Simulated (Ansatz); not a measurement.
# C6H14S: small, medium and large basis sets

How large a basis does C6H14S need? Two functionals are run in growing sets.

The runs use Ansatz 0.2.0, Gaussian basis; one geometry, several basis sets.

The runs, in order: PBE0-D4/def2-SVP; ωB97M-V/def2-SVP; PBE0-D4/def2-QZVPP; ωB97M-V/def2-QZVPP; the functionals' def2-TZVPP values are taken from earlier runs.

## 1. The relaxed structure

The geometry comes from an earlier relaxation with PBE0-D4 in a triple-zeta def2 set; it is a stationary point, not always the lowest conformer.

21 atoms, charge 0, spin multiplicity 1.

Atoms are counted from 1 here; the program's logs count them from 0.

Bond lengths: C1–C2 1.520 Å, C1–H8 1.093 Å, C1–H9 1.092 Å, C1–H10 1.094 Å, C2–C3 1.525 Å, C2–H11 1.097 Å, C2–H12 1.095 Å, C3–C4 1.518 Å, C3–H13 1.094 Å, C3–H14 1.095 Å, C4–S5 1.804 Å, C4–H15 1.094 Å, C4–H16 1.093 Å, S5–C6 1.806 Å, C6–C7 1.515 Å, C6–H17 1.093 Å, C6–H18 1.093 Å, C7–H19 1.092 Å and more. Angles: C2–C1–H8 112.0°, C2–C1–H9 111.2°, C2–C1–H10 111.0°, H8–C1–H9 107.3°, H8–C1–H10 107.6°, H9–C1–H10 107.7°, C1–C2–C3 114.1°, C1–C2–H11 109.6°, C1–C2–H12 109.2°, C3–C2–H11 109.3°, C3–C2–H12 108.4°, H11–C2–H12 106.0°, C2–C3–C4 113.3°, C2–C3–H13 108.7°, C2–C3–H14 110.0°, C4–C3–H13 109.3°, C4–C3–H14 108.9°, H13–C3–H14 106.4° and more.

Coordinates:

```
C     0.6830   -2.3313   -1.9455
C     1.0638   -0.9046   -1.5843
C    -0.0751   -0.0910   -0.9789
C    -0.5449   -0.6213    0.3637
S    -1.9059    0.2972    1.1119
C    -1.1670    1.9206    1.3979
C     0.0117    1.9241    2.3499
H     0.4139   -2.9187   -1.0645
H     1.5099   -2.8472   -2.4385
H    -0.1723   -2.3475   -2.6274
H     1.9110   -0.9146   -0.8883
H     1.4183   -0.3890   -2.4827
H     0.2570    0.9453   -0.8619
H    -0.9257   -0.0664   -1.6683
H     0.2887   -0.6855    1.0697
H    -0.9464   -1.6327    0.2639
H    -1.9925    2.5087    1.8070
H    -0.9033    2.3772    0.4407
H     0.8575    1.3646    1.9444
H    -0.2602    1.4757    3.3073
H     0.3540    2.9471    2.5309
```

## 2. PBE0-D4 in def2-SVP

Contents of in.yaml:

```yaml
crystal:
  periodic: [false, false, false]
  atoms:
    - {symbol: C, position_ang: [0.682988, -2.331325, -1.945467]}
    - {symbol: C, position_ang: [1.063794, -0.904596, -1.584342]}
    - {symbol: C, position_ang: [-0.075076, -0.090966, -0.978894]}
    - {symbol: C, position_ang: [-0.544887, -0.621319, 0.363718]}
    - {symbol: S, position_ang: [-1.905850, 0.297215, 1.111874]}
    - {symbol: C, position_ang: [-1.166972, 1.920601, 1.397880]}
    - {symbol: C, position_ang: [0.011710, 1.924129, 2.349925]}
    - {symbol: H, position_ang: [0.413904, -2.918715, -1.064462]}
    - {symbol: H, position_ang: [1.509911, -2.847183, -2.438495]}
    - {symbol: H, position_ang: [-0.172273, -2.347530, -2.627353]}
    - {symbol: H, position_ang: [1.911015, -0.914580, -0.888332]}
    - {symbol: H, position_ang: [1.418305, -0.388952, -2.482680]}
    - {symbol: H, position_ang: [0.256996, 0.945260, -0.861917]}
    - {symbol: H, position_ang: [-0.925731, -0.066358, -1.668326]}
    - {symbol: H, position_ang: [0.288730, -0.685549, 1.069704]}
    - {symbol: H, position_ang: [-0.946440, -1.632676, 0.263861]}
    - {symbol: H, position_ang: [-1.992484, 2.508747, 1.807006]}
    - {symbol: H, position_ang: [-0.903343, 2.377222, 0.440686]}
    - {symbol: H, position_ang: [0.857451, 1.364583, 1.944376]}
    - {symbol: H, position_ang: [-0.260155, 1.475728, 3.307338]}
    - {symbol: H, position_ang: [0.354004, 2.947064, 2.530900]}
basis:
  gaussian: {orbitals: def2-SVP}
hamiltonian: {xc: pbe0, dispersion: d4}
output: {orbitals: {seedname: orbitals}}
```

On the command line:

```sh
ansatz run in.yaml --threads 2 --pin off --events-out ev --progress --plain --max-ram 32768MiB --backend cpu
```

Further steps of the session: ωB97M-V in def2-SVP; PBE0-D4 in def2-QZVPP; ωB97M-V in def2-QZVPP.

Q: Predict the results of all the runs planned. Wanted: PBE0-D4: double and triple zeta above quadruple; ωB97M-V: double and triple zeta above quadruple.

**Answer**, as computed:

| quantity | value |
| --- | --- |
| PBE0-D4: double and triple zeta above quadruple | 11.45, 0.70 eV |
| ωB97M-V: double and triple zeta above quadruple | 11.89, 0.69 eV |

**Reading.** PBE0-D4 gains 10.75 eV from double to triple zeta, then 0.70 eV more. Total energies overstate the basis error of differences, where much of it tends to cancel. The LUMO of ωB97M-V is positive and keeps falling with the basis (3.12 to 1.77 eV): an unbound level that the basis holds in place.
